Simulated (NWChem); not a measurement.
**C2H5AlN2 (SMILES C#[C][Al]([NH2])[NH2]): HF/6-31G(d) (spherical functions)**

Aim: a structure relaxation of C2H5AlN2. 

The calculation is run with NWChem 7.3.0.

**1. The molecule**

The species is C2H5AlN2 (10 atoms), meant as a singlet with charge 0. As SMILES, `C#[C][Al]([NH2])[NH2]`. Geometry: relaxed at PBE0-D4/def2-TZVP. The run starts from this shape.

Bond lengths: C1–C2 1.210 Å, C2–Al3 1.908 Å, Al3–N4 1.763 Å, Al3–N5 1.763 Å, C1–H6 1.067 Å, N4–H7 1.006 Å, N4–H8 1.006 Å, N5–H9 1.006 Å, N5–H10 1.006 Å. Some angles: C1–C2–Al3 180.0°, C2–Al3–N4 118.9°, C2–Al3–N5 118.9°, N4–Al3–N5 122.2°, C2–C1–H6 180.0°, Al3–N4–H7 126.4°, Al3–N4–H8 123.3°, Al3–N5–H9 123.3°, Al3–N5–H10 126.4°, H7–N4–H8 110.4°.

**2. A structure relaxation at HF/6-31G(d) (spherical functions)**

geom.xyz

```xyz
10
C2H5AlN2
C     -2.368100     1.221100     0.873300
C     -1.345900     0.693600     0.497800
Al     0.265700    -0.138000    -0.094200
N      0.247600    -1.861100    -0.467000
N      1.722400     0.842900    -0.249900
H     -3.269100     1.686000     1.204200
H      1.027400    -2.410800    -0.785900
H     -0.574800    -2.435200    -0.383700
H      1.750000     1.827100    -0.041300
H      2.627700     0.523400    -0.550300
```

geom.nw

```
start geom
title "C2H5AlN2"
memory total 2200 mb
geometry
   load format xyz geom.xyz
end
basis spherical bse
   C library 6-31G*
   Al library 6-31G*
   N library 6-31G*
   H library 6-31G*
end
scf
   thresh 1e-07
   maxiter 80
   print low
end
driver
   maxiter 60
end
freq
   temp 3 298.15 600 900
end
task scf optimize
task scf frequencies
```

Run with:

```console
$ nwchem geom.nw > geom.out
```

Output:

```text
[...]
 Group name             C2v
[...]
  functions       =    84
[...]
  wavefunction    = RHF
[...]
         Total SCF energy =   -429.469702484463
[...]
@    0    -429.46970248  0.0D+00  0.02520  0.00514  0.00000  0.00000     17.9
[...]
         Total SCF energy =   -429.470180587043
[...]
@    1    -429.47034877 -6.5D-04  0.00398  0.00110  0.00772  0.02378     44.7
[...]
@    5    -429.47042047 -1.4D-06  0.00025  0.00006  0.00307  0.00934    127.0
[...]
         Total SCF energy =   -429.470420897310
[...]
@    6    -429.47042090 -4.3D-07  0.00008  0.00003  0.00111  0.00279    150.1
[...]
         Total SCF energy =   -429.470420936274
[...]
         Total SCF energy =   -429.470420936274
[...]
                         RHF ENERGY GRADIENTS
    atom               coordinates                        gradient
                 x          y          z           x          y          z
   1 C       0.000000   0.000000   5.139184    0.000000   0.000000   0.000007
   2 C       0.000000   0.000000   2.873958    0.000000   0.000000   0.000014
   3 Al      0.000000   0.000000  -0.754409    0.000000   0.000000  -0.000068
   4 N       0.000000  -2.922363  -2.386161    0.000000   0.000027   0.000038
   5 N       0.000000   2.922363  -2.386161    0.000000  -0.000027   0.000038
   6 H       0.000000   0.000000   7.138822    0.000000   0.000000   0.000002
   7 H       0.000000  -3.144407  -4.258582    0.000000  -0.000010   0.000000
   8 H       0.000000  -4.603523  -1.530986    0.000000  -0.000002  -0.000016
   9 H       0.000000   4.603523  -1.530986    0.000000   0.000002  -0.000016
  10 H       0.000000   3.144407  -4.258582    0.000000   0.000010   0.000000
[...]
@    7    -429.47042094 -3.9D-08  0.00002  0.00001  0.00018  0.00040    161.8
[...]
      Optimization converged
[...]
@    7    -429.47042094 -3.9D-08  0.00002  0.00001  0.00018  0.00040    161.8
[...]
         Total SCF energy =   -429.470420927361
      One-electron energy =   -955.239667808612
      Two-electron energy =    342.923547118758
 Nuclear repulsion energy =    182.845699762493
        Time for solution =      4.0s
[...]
 Zero-Point correction to Energy  =   47.005 kcal/mol  (  0.074907 au)
 Thermal correction to Energy     =   72.276 kcal/mol  (  0.115180 au)
 Thermal correction to Enthalpy   =   74.064 kcal/mol  (  0.118028 au)
 Total Entropy                    =  119.468 cal/mol-K
   - Translational                =   44.668 cal/mol-K (mol. weight =  84.0268)
   - Rotational                   =   28.713 cal/mol-K (symmetry #  =        2)
   - Vibrational                  =   46.087 cal/mol-K
 Cv (constant volume heat capacity) =   39.411 cal/mol-K
   - Translational                  =    2.979 cal/mol-K
   - Rotational                     =    2.979 cal/mol-K
   - Vibrational                    =   33.452 cal/mol-K
[...]
 Normal Eigenvalue ||           Projected Infra Red Intensities
  Mode   [cm**-1]  || [atomic units] [(debye/angs)**2] [(KM/mol)] [arbitrary]
 ------ ---------- || -------------- ----------------- ---------- -----------
    1       -0.000 ||    0.000091           0.002         0.089       0.016
    2        0.000 ||    0.000011           0.000         0.010       0.002
    3        0.000 ||    0.000021           0.000         0.020       0.004
    4        0.000 ||    0.000050           0.001         0.048       0.008
    5        0.000 ||    0.000000           0.000         0.000       0.000
    6        0.000 ||    0.000035           0.001         0.034       0.006
    7      123.188 ||    0.000056           0.001         0.055       0.010
    8      174.032 ||    0.001048           0.024         1.021       0.179
    9      202.293 ||    0.004307           0.099         4.199       0.735
   10      270.190 ||    0.000000           0.000         0.000       0.000
   11      327.368 ||    0.032295           0.745        31.483       5.512
   12      332.716 ||    0.037503           0.865        36.560       6.401
   13      393.521 ||    0.001987           0.046         1.937       0.339
   14      407.629 ||    0.000000           0.000         0.000       0.000
[...]
```

Run time: 3.5 min. Hardware: 1 thread of Intel Xeon Platinum 8259CL at 2.50GHz (Skylake/Cascade Lake), shared host; peak memory 0.15 GiB.

The path in brief:

```csv
step,energy from the first frame kept (eV)
0,0.0000
1,-0.0176
2,-0.0190
3,-0.0194
4,-0.0195
5,-0.0195
6,-0.0195
7,-0.0196
```

After the run. Bond lengths: C1–C2 1.199 Å, C2–Al3 1.920 Å, Al3–N4 1.771 Å, Al3–N5 1.771 Å, C1–H6 1.058 Å, N4–H7 0.998 Å, N4–H8 0.998 Å, N5–H9 0.998 Å, N5–H10 0.998 Å. Some angles: C1–C2–Al3 180.0°, C2–Al3–N4 119.2°, C2–Al3–N5 119.2°, N4–Al3–N5 121.6°, C2–C1–H6 180.0°, Al3–N4–H7 125.9°, Al3–N4–H8 123.9°, Al3–N5–H9 123.9°, Al3–N5–H10 125.9°, H7–N4–H8 110.2°.

**3. Summary of results**

At HF/6-31G* (spherical functions):

| quantity | value |
| --- | --- |
| total energy at the end | -429.47042 Eh |
| lowest harmonic wavenumber | 123 cm⁻¹ |
| highest harmonic wavenumber | 3884 cm⁻¹ |
| zero-point energy | 196.7 kJ/mol |

At the final geometry: Bond lengths: C1–C2 1.199 Å, C2–Al3 1.920 Å, Al3–N4 1.771 Å, Al3–N5 1.771 Å, C1–H6 1.058 Å, N4–H7 0.998 Å, N4–H8 0.998 Å, N5–H9 0.998 Å, N5–H10 0.998 Å. Some angles: C1–C2–Al3 180.0°, C2–Al3–N4 119.2°, C2–Al3–N5 119.2°, N4–Al3–N5 121.6°, C2–C1–H6 180.0°, Al3–N4–H7 125.9°, Al3–N4–H8 123.9°, Al3–N5–H9 123.9°, Al3–N5–H10 125.9°, H7–N4–H8 110.2°. All 24 modes are real, so the shape is a minimum at this level. The optimisation took 8 steps and changed the energy by -0.020 eV.
